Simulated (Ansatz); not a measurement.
# C2H8ClFN2Zr: small, medium and large basis sets

An exercise on one series of results from a longer session: the logs are not shown, and one member is left open.

Method: one geometry, several basis sets; program: Ansatz 0.2.0, Gaussian basis.

Plan: PBE0-D4/def2-SVP; ωB97M-V/def2-SVP; PBE0-D4/def2-QZVPP; ωB97M-V/def2-QZVPP; the functionals' def2-TZVPP values are taken from earlier runs.

### The relaxed structure

An earlier PBE0-D4 in a triple-zeta def2 set relaxation fixed the geometry. Zr takes the def2 core potential; no spin-orbit term is included.

SMILES `C[N](C)[Zr]([NH2])([F])[Cl]`, 15 atoms, charge 0, spin multiplicity 1.

Atoms are counted from 1 here; the program's logs count them from 0.

Bond lengths: C1–N2 1.439 Å, C1–H8 1.099 Å, C1–H9 1.091 Å, C1–H10 1.099 Å, N2–C3 1.446 Å, N2–Zr4 2.005 Å, C3–H11 1.098 Å, C3–H12 1.098 Å, C3–H13 1.099 Å, Zr4–N5 2.020 Å, Zr4–F6 1.916 Å, Zr4–Cl7 2.382 Å, N5–H14 1.012 Å, N5–H15 1.012 Å. Angles: N2–C1–H8 111.3°, N2–C1–H9 110.4°, N2–C1–H10 111.3°, H8–C1–H9 108.3°, H8–C1–H10 107.4°, H9–C1–H10 108.0°, C1–N2–C3 113.3°, C1–N2–Zr4 133.8°, C3–N2–Zr4 112.8°, N2–C3–H11 111.6°, N2–C3–H12 111.7°, N2–C3–H13 111.3°, H11–C3–H12 108.4°, H11–C3–H13 106.8°, H12–C3–H13 106.9°, N2–Zr4–N5 107.0°, N2–Zr4–F6 107.6°, N2–Zr4–Cl7 106.5° and more.

Geometry (Å):

```mol
C2H8ClFN2Zr
  3D, bonds by distance, orders not assigned

 15 14  0  0  0  0  0  0  0  0999 V2000
   -1.7129   -0.2433    0.0843 C   0  0
   -0.3188   -0.2083    0.4408 N   0  0
   -0.0532   -0.7234    1.7661 C   0  0
    1.3449    0.3725   -0.5166 Zr  0  0
    0.7620    1.2186   -2.2561 N   0  0
    2.2548    1.6279    0.6094 F   0  0
    2.6153   -1.6010   -0.9253 Cl  0  0
   -2.1029   -1.2707    0.0951 H   0  0
   -1.8595    0.1678   -0.9154 H   0  0
   -2.3195    0.3453    0.7868 H   0  0
   -0.3521   -1.7760    1.8584 H   0  0
   -0.5778   -0.1455    2.5387 H   0  0
    1.0183   -0.6763    2.0049 H   0  0
    0.5507    0.7049   -3.1023 H   0  0
    0.7505    2.2076   -2.4689 H   0  0
  1  2  8  0
  2  3  8  0
  2  4  8  0
  4  5  8  0
  4  6  8  0
  4  7  8  0
  1  8  8  0
  1  9  8  0
  1 10  8  0
  3 11  8  0
  3 12  8  0
  3 13  8  0
  5 14  8  0
  5 15  8  0
M  END
```

The first run:

in.yaml

```yaml
crystal:
  periodic: [false, false, false]
  atoms:
    - {symbol: C, position_ang: [-1.712851, -0.243307, 0.084326]}
    - {symbol: N, position_ang: [-0.318816, -0.208331, 0.440826]}
    - {symbol: C, position_ang: [-0.053169, -0.723412, 1.766141]}
    - {symbol: Zr, position_ang: [1.344904, 0.372511, -0.516590]}
    - {symbol: N, position_ang: [0.761966, 1.218615, -2.256135]}
    - {symbol: F, position_ang: [2.254847, 1.627893, 0.609392]}
    - {symbol: Cl, position_ang: [2.615291, -1.601037, -0.925319]}
    - {symbol: H, position_ang: [-2.102887, -1.270719, 0.095143]}
    - {symbol: H, position_ang: [-1.859458, 0.167805, -0.915392]}
    - {symbol: H, position_ang: [-2.319519, 0.345349, 0.786810]}
    - {symbol: H, position_ang: [-0.352059, -1.776004, 1.858386]}
    - {symbol: H, position_ang: [-0.577787, -0.145525, 2.538690]}
    - {symbol: H, position_ang: [1.018283, -0.676296, 2.004876]}
    - {symbol: H, position_ang: [0.550719, 0.704886, -3.102250]}
    - {symbol: H, position_ang: [0.750546, 2.207573, -2.468896]}
basis:
  gaussian: {orbitals: def2-SVP}
hamiltonian: {xc: pbe0, dispersion: d4}
output: {orbitals: {seedname: orbitals}}
```

Among the steps run: PBE0-D4 in def2-SVP; ωB97M-V in def2-SVP; PBE0-D4 in def2-QZVPP; ωB97M-V in def2-QZVPP.

One of the session's tables, all rows but one given; the rest of the session is left out.

It belongs to the step «Functionals by basis». 

```
functional       basis  HOMO (eV)
   PBE0-D4    def2-SVP      -6.67
   PBE0-D4  def2-TZVPP          ?
   PBE0-D4  def2-QZVPP      -6.78
   ωB97M-V    def2-SVP      -8.91
   ωB97M-V  def2-TZVPP      -9.00
   ωB97M-V  def2-QZVPP      -9.02
```

Estimate the missing values for PBE0-D4, def2-TZVPP.

**Answer.** HOMO (eV): -6.76. In the column «HOMO (eV)» it lies between PBE0-D4, def2-QZVPP (-6.78) and PBE0-D4, def2-SVP (-6.67).
